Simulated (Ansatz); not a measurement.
**CH6BFSi: basis-set convergence**

The task here is to estimate one member of a computed series from the others.

Method: one geometry, several basis sets; program: Ansatz 0.2.0, Gaussian basis.

Plan: PBE0-D4/def2-SVP; ωB97M-V/def2-SVP; PBE0-D4/def2-QZVPP; ωB97M-V/def2-QZVPP; the functionals' def2-TZVPP values are taken from earlier runs.

## Structure used throughout

All runs share one geometry, relaxed beforehand with PBE0-D4 in a triple-zeta def2 set.

SMILES `FBC[SiH3]`, 10 atoms, charge 0, spin multiplicity 1.

Atoms are counted from 1 here; the program's logs count them from 0.

Bond lengths: F1–B2 1.328 Å, B2–C3 1.543 Å, B2–H5 1.201 Å, C3–Si4 1.888 Å, C3–H6 1.094 Å, C3–H7 1.094 Å, Si4–H8 1.487 Å, Si4–H9 1.486 Å, Si4–H10 1.486 Å. Angles: F1–B2–C3 119.9°, F1–B2–H5 116.4°, C3–B2–H5 123.7°, B2–C3–Si4 110.7°, B2–C3–H6 111.4°, B2–C3–H7 112.5°, Si4–C3–H6 105.4°, Si4–C3–H7 106.8°, H6–C3–H7 109.7°, C3–Si4–H8 110.4°, C3–Si4–H9 110.4°, C3–Si4–H10 109.6°, H8–Si4–H9 108.7°, H8–Si4–H10 108.7°, H9–Si4–H10 108.9°.

Geometry (Å):

```mol
CH6BFSi
  3D, bonds by distance, orders not assigned

 10  9  0  0  0  0  0  0  0  0999 V2000
   -1.9896    1.3563   -0.4316 F   0  0
   -0.9188    0.7768   -0.9630 B   0  0
    0.3822    0.6660   -0.1406 C   0  0
    0.4633   -0.9914    0.7590 Si  0  0
   -1.0488    0.3281   -2.0691 H   0  0
    1.2659    0.6905   -0.7858 H   0  0
    0.4614    1.4445    0.6244 H   0  0
    0.3953   -2.1129   -0.2143 H   0  0
   -0.6688   -1.1196    1.7126 H   0  0
    1.7411   -1.0894    1.5113 H   0  0
  1  2  8  0
  2  3  8  0
  3  4  8  0
  2  5  8  0
  3  6  8  0
  3  7  8  0
  4  8  8  0
  4  9  8  0
  4 10  8  0
M  END
```

The first run:

The input, in.yaml:

```yaml
crystal:
  periodic: [false, false, false]
  atoms:
    - {symbol: F, position_ang: [-1.989608, 1.356300, -0.431592]}
    - {symbol: B, position_ang: [-0.918817, 0.776780, -0.962964]}
    - {symbol: C, position_ang: [0.382203, 0.665981, -0.140620]}
    - {symbol: Si, position_ang: [0.463290, -0.991419, 0.759020]}
    - {symbol: H, position_ang: [-1.048823, 0.328113, -2.069114]}
    - {symbol: H, position_ang: [1.265919, 0.690480, -0.785775]}
    - {symbol: H, position_ang: [0.461432, 1.444516, 0.624445]}
    - {symbol: H, position_ang: [0.395259, -2.112914, -0.214320]}
    - {symbol: H, position_ang: [-0.668844, -1.119599, 1.712620]}
    - {symbol: H, position_ang: [1.741089, -1.089436, 1.511301]}
basis:
  gaussian: {orbitals: def2-SVP}
hamiltonian: {xc: pbe0, dispersion: d4}
output: {orbitals: {seedname: orbitals}}
```

Run with:

```console
$ ansatz run in.yaml --threads 2 --pin off --events-out ev --progress --plain --max-ram 4352MiB
```

Steps of the session up to this table: PBE0-D4 in def2-SVP; ωB97M-V in def2-SVP; PBE0-D4 in def2-QZVPP; ωB97M-V in def2-QZVPP.

One of the session's tables, all rows but one given; the rest of the session is left out.

It belongs to the step «Density functionals: the series». 

```
functional       basis  HOMO (eV)
   PBE0-D4    def2-SVP      -8.82
   PBE0-D4  def2-TZVPP      -8.86
   PBE0-D4  def2-QZVPP          ?
   ωB97M-V    def2-SVP     -11.08
   ωB97M-V  def2-TZVPP     -11.15
   ωB97M-V  def2-QZVPP     -11.16
```

**Question.** Estimate the row for PBE0-D4, def2-QZVPP.

The run gave: HOMO (eV): -8.87. In the column «HOMO (eV)» it lies between ωB97M-V, def2-SVP (-11.08) and PBE0-D4, def2-TZVPP (-8.86).
